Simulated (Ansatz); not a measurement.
**Cd4N: forces, levels, charges and fields**

Aim: for Cd4N, a known structure type filled with other elements, at an estimated volume, find its forces and stress, its levels, and how its atoms share the electrons. The atoms and the cell stay fixed.

All numbers below are computed with Ansatz 0.2.0 (DFT, PBE, no spin polarisation, plane waves, PAW).

## 1. The system as given

Symmetry: Pm-3m, No. 221, cubic system. Conventional cell: a = 4.575 Å, b = 4.575 Å, c = 4.575 Å, α = 90.00°, β = 90.00°, γ = 90.00°. N (site symmetry m-3m) has 12 Cd at 3.24 Å as nearest neighbours. Cd (site symmetry m-3m) is surrounded by 6 Cd at 2.29 Å. Around Cd (site symmetry 4/mmm) lie 10 Cd at 2.29 to 3.24 Å and 4 N at 3.24 Å.

Structure file:

```
CELL_PARAMETERS angstrom
4.57534 0.00000 0.00000
0.00000 4.57534 0.00000
0.00000 0.00000 4.57534
ATOMIC_POSITIONS crystal
N 0.00000 0.00000 0.00000
Cd 0.50000 0.50000 0.50000
Cd 0.00000 0.50000 0.50000
Cd 0.50000 0.00000 0.50000
Cd 0.50000 0.50000 0.00000
```

It is a restart: the density comes from an earlier run on this cell.

## 2. The calculation

Input file input.yaml:

```yaml
crystal:
  lattice:
    - [4.575342, 0.0, 0.0]
    - [0.0, 4.575342, 0.0]
    - [0.0, 0.0, 4.575342]
  atoms:
    - { symbol: "N", position: [0.0, 0.0, 0.0] }
    - { symbol: Cd, position: [0.5, 0.5, 0.5] }
    - { symbol: Cd, position: [0.0, 0.5, 0.5] }
    - { symbol: Cd, position: [0.5, 0.0, 0.5] }
    - { symbol: Cd, position: [0.5, 0.5, 0.0] }
  symmetry: { tolerance: 0.0003 }
kpoints:
  mp_grid: { grid: [7, 7, 7], shift: [0, 0, 0] }
  band_path:
    path:
      - [0.0, 0.0, 0.0]
      - [0.0, 0.5, 0.0]
      - [0.5, 0.5, 0.0]
      - [0.0, 0.0, 0.0]
      - [0.5, 0.5, 0.5]
      - [0.0, 0.5, 0.0]
      - [0.5, 0.5, 0.5]
      - [0.5, 0.5, 0.0]
    npoints: 20
magnetization:
  spin_polarized: false
scf:
  occupations: { method: fermi_dirac }
  lower_state_search: "off"
  max_iter: 200
hamiltonian:
  pseudopotentials: { kind: paw }
  xc: pbe
basis:
  ecutwfc: 420
  fft_grid_basis: typed
output:
  forces: true
  stress: true
  eigenvalues: true
  bader: true
  populations: true
  elf: true
  write_potential: true
  volumetric_format: npy
  dos:
    e_range: [-12, 8]
    de: 0.05
    projected: { site_lists: { Cd: [Cd], "N": ["N"] } }
  write_density: true
checkpoint:
  read: saved_state
```

Run with:

```bash
> ansatz run input.yaml --threads 1 --pin off --max-ram 2560MiB --backend cpu --events-out ev --progress --plain --runs-dir out
```

The log of the run (excerpt; [...] marks lines left out):

```text
Warning: checkpoint.read: basis.xc_grid differs: saved 1, current 2 (points along each axis for each point of the dense box; where the key is left out runs that use forces, runs that use the stress, dielectric runs by a finite field, finite-displacement phonons, runs of [...]
Warning: RAYON_NUM_THREADS=1 ignored (pool sized by the plan → 1); use --threads N
[...]
Pseudopotentials: kind: paw
Pseudopotential: N, paw, valence charge 5, recommended cutoff 420 eV (normal), N.paw.azcp
Pseudopotential: Cd, paw, valence charge 20, recommended cutoff 420 eV (normal), Cd.paw.azcp
Functional definition: PBE
[...]
Crystal: 5 atoms, lattice volume = 95.779 Å³
Basis set: ecut = 420 eV, 1863 PW (Γ), exchange–correlation on 64×64×64 points (8 copies of the dense FFT grid, shifted against one another)
Bands: 51, of which v1, the nominal top of the filled ones, is band 43 counted from 1 (42 counted from 0)
Symmetry: 48 space group operations
Space group: Pm-3m (ITA 221), of the structure as read, at distance tolerance 1.4e-3 Å
k-points: 20 of 343
[...]
SCF iter   1: F=—  HF=-33390.317356 eV  |F-HF|=—  |Δ(HF+E_count)|=         —  Δρ=9.06e-3  dr2=1.79e-1  ethr=1.73e-4  ⟨swp⟩=1.8  Hψ=4707  notcnv=0
[...]
SCF iter   7: F=-33390.301229 eV  HF=-33390.301229 eV  |F-HF|=7.42e-10  |Δ(HF+E_count)|=   4.18e-8  Δρ=2.39e-6  dr2=2.89e-9  ethr=5.82e-11  ⟨swp⟩=7.3  Hψ=5590  notcnv=0
[...]
NSCF: frozen V_eff on 141 k-points
SCF converged after 7 iterations
Free energy (F): -33390.301229 eV
[...]
E sigma→0 (E₀):  -33390.240831 eV
Entropy (-TS):   -0.120796 eV (-24.159 meV/atom)
Fermi energy:    13.150825 eV
[...]
--- Forces (eV/Å), atoms counted from 1 ---
  atom   1  N     -0.00000000     0.00000000    -0.00000000
  atom   2  Cd     0.00000000    -0.00000000    -0.00000000
  atom   3  Cd     0.00000000    -0.00000000     0.00000000
  atom   4  Cd    -0.00000000    -0.00000000    -0.00000000
  atom   5  Cd     0.00000000    -0.00000000    -0.00000000
[...]
--- Stress (GPa, compression-positive) ---
       39.548102       0.000000      -0.000000
       -0.000000      39.548102       0.000000
        0.000000       0.000000      39.548102
  P = ⅓ Tr σ = 39.5481 GPa (395.481 kbar)
--- Band table (eV; the first three rows and the last of 20) ---
[...]
--- Löwdin populations: 5 sites ---
  site symbol       q [e]
     0      N      6.0095
     1     Cd     19.3992
     2     Cd     19.3938
     3     Cd     19.3938
     4     Cd     19.3938
  spilling = 0.016587 (of n_electrons = 85.000000)
--- Bader charges: 5 sites ---
  site symbol  charge [e]  shift [e]
     0      N     -0.8049     0.0000
     1     Cd     -0.1940     0.0004
     2     Cd      0.3330     0.0001
     3     Cd      0.3330     0.0001
     4     Cd      0.3330     0.0001
  estimated error of the sums over rays = 7.3e-4 e
```

It took 70 s on 1 thread of Arm Neoverse V1, shared host; peak memory 0.55 GiB.

## 3. Forces on the atoms, stress on the cell

All forces vanish by the symmetry of the sites.

Diagonalising the stress gives 39.55, 39.55, 39.55 GPa, so P = 39.55 GPa (positive in compression).

## 4. Band structure

Levels near the Fermi level at the path's corners (eV):

| point | band 42 | band 43 | band 44 | band 45 | band 46 | band 47 |
| --- | --- | --- | --- | --- | --- | --- |
| Γ | 0.62 | 0.62 | 0.62 | 1.79 | 1.79 | 6.27 |
| X | -0.23 | 0.10 | 0.10 | 2.54 | 4.05 | 5.54 |
| M | 0.35 | 0.35 | 0.83 | 1.73 | 4.09 | 4.75 |
| Γ | 0.62 | 0.62 | 0.62 | 1.79 | 1.79 | 6.27 |
| R | -2.04 | -2.04 | -2.04 | 3.17 | 3.17 | 3.17 |
| X | -0.23 | 0.10 | 0.10 | 2.54 | 4.05 | 5.54 |
| R | -2.04 | -2.04 | -2.04 | 3.17 | 3.17 | 3.17 |
| M | 0.35 | 0.35 | 0.83 | 1.73 | 4.09 | 4.75 |

The same bands between the corners:

```
distance (1/Å)  band 44  band 45
          0.00     0.62     1.79
          0.21     0.59     1.89
          0.41     0.45     2.17
          0.62     0.15     2.50
          0.82     0.23     3.04
          1.03     0.79     2.59
          1.24     1.34     1.51
          1.47     1.14     1.61
          1.76     0.81     2.90
          2.05     0.60     2.48
          2.34     0.62     1.79
          2.70     0.24     3.69
          3.06     0.22     3.27
          3.41    -1.49     3.08
          3.73    -1.13     2.91
          4.02     0.51     2.68
          4.31     0.64     3.55
          4.60     0.37     2.84
          4.89     0.75     3.12
          5.18    -0.51     2.69
          5.48    -2.04     3.17
          5.68    -1.19     2.77
          5.89    -0.22     1.85
          6.09     0.94     1.46
```

## 5. Density of states

Counts of states in windows (eV from the Fermi level; tetrahedra), total and projected:

| from | to | total | Cd s | Cd d | N p |
| --- | --- | --- | --- | --- | --- |
| -8.0 | -7.0 | 1.50 | 0.05 | 1.45 | 0.00 |
| -7.0 | -6.0 | 1.97 | 1.36 | 0.47 | 0.05 |
| -6.0 | -5.0 | 0.04 | 0.03 | 0.00 | 0.00 |
| -5.0 | -4.0 | 0.62 | 0.48 | 0.03 | 0.07 |
| -4.0 | -3.0 | 1.74 | 1.22 | 0.08 | 0.29 |
| -3.0 | -2.0 | 1.33 | 0.75 | 0.04 | 0.30 |
| -2.0 | -1.0 | 2.13 | 0.51 | 0.04 | 1.03 |
| -1.0 | 0.0 | 3.10 | 0.48 | 0.04 | 2.19 |
| 0.0 | 1.0 | 3.03 | 0.45 | 0.03 | 1.58 |
| 1.0 | 2.0 | 0.21 | 0.01 | 0.00 | 0.02 |
| 2.0 | 3.0 | 1.13 | 0.21 | 0.01 | 0.09 |
| 3.0 | 4.0 | 2.25 | 0.36 | 0.02 | 0.16 |
| 4.0 | 5.0 | 1.96 | 0.28 | 0.02 | 0.05 |

## 6. Charges

Gathered by element (positive charge: electrons given up): Löwdin charges also hold the electrons that the projection spills.

| element | atoms | Bader charge (e) | Bader volume (Å³) | Löwdin charge (e) |
| --- | --- | --- | --- | --- |
| N | 1 | -0.80 | 19.9 | -1.01 |
| Cd | 4 | -0.19 to +0.33 | 15.1 to 20.3 | +0.60 to +0.61 |

Löwdin charges rest on a small set of atomic orbitals that misses 1.7 % of the electrons, so they need not add up to the cell's charge and can differ from Bader's even in sign.

## 7. Maps of the fields

Maps in the plane spanned by b and c at height 0.500 along a (axes of the input's cell), one cell: b runs left to right (14 points from zero), c bottom to top (14 points), 90° apart. Inside the augmentation spheres the fields are the smooth ones.

Valence density. Ten steps from '0' (0.03 e/Å³) to '9' (26.60 e/Å³), finer at the low end (step k begins (100^(k/10) - 1)/99 of the way up):
```
00002589852000
00001356531000
00001123211000
22111123211112
65311356531135
98522589852258
99633699963369
98522589852258
65311356531135
22111123211112
00001123211000
00001356531000
00002589852000
00002699962000
```

ELF. Values, 14 rows by 14 columns:
```
0.05 0.07 0.11 0.17 0.24 0.42 0.62 0.76 0.62 0.42 0.24 0.17 0.11 0.07
0.11 0.11 0.13 0.18 0.19 0.28 0.39 0.44 0.39 0.28 0.19 0.18 0.13 0.11
0.18 0.17 0.18 0.23 0.25 0.22 0.22 0.23 0.22 0.22 0.25 0.23 0.18 0.17
0.28 0.24 0.19 0.25 0.30 0.25 0.24 0.24 0.24 0.25 0.30 0.25 0.19 0.24
0.47 0.42 0.28 0.22 0.25 0.28 0.39 0.44 0.39 0.28 0.25 0.22 0.28 0.42
0.75 0.62 0.39 0.22 0.24 0.39 0.61 0.75 0.61 0.39 0.24 0.22 0.39 0.62
0.92 0.76 0.44 0.23 0.24 0.44 0.75 0.92 0.75 0.44 0.24 0.23 0.44 0.76
0.75 0.62 0.39 0.22 0.24 0.39 0.61 0.75 0.61 0.39 0.24 0.22 0.39 0.62
0.47 0.42 0.28 0.22 0.25 0.28 0.39 0.44 0.39 0.28 0.25 0.22 0.28 0.42
0.28 0.24 0.19 0.25 0.30 0.25 0.24 0.24 0.24 0.25 0.30 0.25 0.19 0.24
0.18 0.17 0.18 0.23 0.25 0.22 0.22 0.23 0.22 0.22 0.25 0.23 0.18 0.17
0.11 0.11 0.13 0.18 0.19 0.28 0.39 0.44 0.39 0.28 0.19 0.18 0.13 0.11
0.05 0.07 0.11 0.17 0.24 0.42 0.62 0.76 0.62 0.42 0.24 0.17 0.11 0.07
0.04 0.05 0.11 0.18 0.28 0.47 0.75 0.92 0.75 0.47 0.28 0.18 0.11 0.05
```

Atoms within 0.2 Å of the plane, in fractions of b and c: Cd at (0.50, 0.50), Cd at (0.00, 0.50), Cd at (0.50, 0.00).

Scans along the contacts give these minima of the density:

| contact | length (Å) | minimum at (fraction) | density (e/Å³) | ELF |
| --- | --- | --- | --- | --- |
| Cd2–Cd3 | 2.288 | 0.50 | 0.668 | 0.20 |
| N1–Cd3 | 3.235 | 0.47 | 0.083 | 0.10 |

## 8. What came out

```
                                                 quantity                         value
                                            largest force                    0.000 eV/Å
                                                 pressure                      39.5 GPa
           formation energy (elements from separate runs)                  2.32 eV/atom
                                                character                         metal
density of states, mean within 0.25 eV of the Fermi level           3.5 per eV per cell
                                            Bader charges  N -0.80, Cd -0.19 to +0.33 e
```

The cell is metallic; within 0.25 eV of the Fermi level the density of states averages 3.5 per eV per cell, mostly N p (64 %) and Cd s (17 %). Against the elements' reference phases (N2 molecule, Cd hcp; separate runs with the same functional) the formation energy is 2.32 eV per atom, so at this geometry it is not bound against them. At 39.5 GPa the cell is compressed and would expand. By Bader's partition Cd gives up most (+0.20 e) and N takes most (-0.80 e).

Limits of this run: an odd count of electrons without spin polarisation forces a partly filled band.
